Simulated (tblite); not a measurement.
# C4H8AsSi: the cost of one run

The runs use tblite 0.8.0 and PySCF 2.14.0, with density-fitted response routines of our own; the level of theory stands in each step. All values are computed, except where a source is named. Atoms are numbered from 0 throughout.

## 1. Starting geometry

14 atoms, charge 0, multiplicity 2; geometry from: force field or distance geometry start.

Bonds of the start (Å): C0–C1 1.22, C1–Si2 1.78, Si2–As3 2.34, As3–C4 1.95, As3–C5 2.00, Si2–H6 1.47, Si2–H7 1.47, C4–H8 1.13, C4–H9 1.10, C4–H10 1.10, C5–H11 1.13, C5–H12 1.11, C5–H13 1.08.

## 2. Optimising the geometry with GFN2-xTB

Job settings and geometry (Å):

```
{"job": {"kind": "relax", "xc": "GFN2-xTB", "basis": "xTB"}, "charge": 0, "multiplicity": 2}
C      2.249500     0.792400     2.262500
C      2.045700     0.321000     1.155900
Si     1.770400    -0.416900    -0.440000
As    -0.496200    -0.123900    -0.955500
C     -0.969400     1.682600    -0.387200
C     -1.428700    -1.498000     0.150100
H      2.532000     0.218900    -1.524100
H      1.952000    -1.871300    -0.389400
H     -0.097500     2.337100    -0.676000
H     -1.847600     2.082300    -0.914400
H     -1.103600     1.795900     0.695800
H     -1.172300    -2.484800    -0.327300
H     -0.944000    -1.519500     1.152500
H     -2.491100    -1.316300     0.175000
```

The run is started by

```bash
OMP_NUM_THREADS=1 python probes_run.py task.json out
```

The driver reads the jobs from task.json and runs them one after another.

Q: Estimate the wall time and peak memory of this first job on 1 thread of Arm Neoverse N1, shared host.

About 1.4 s, with a peak of 0.18 GiB.
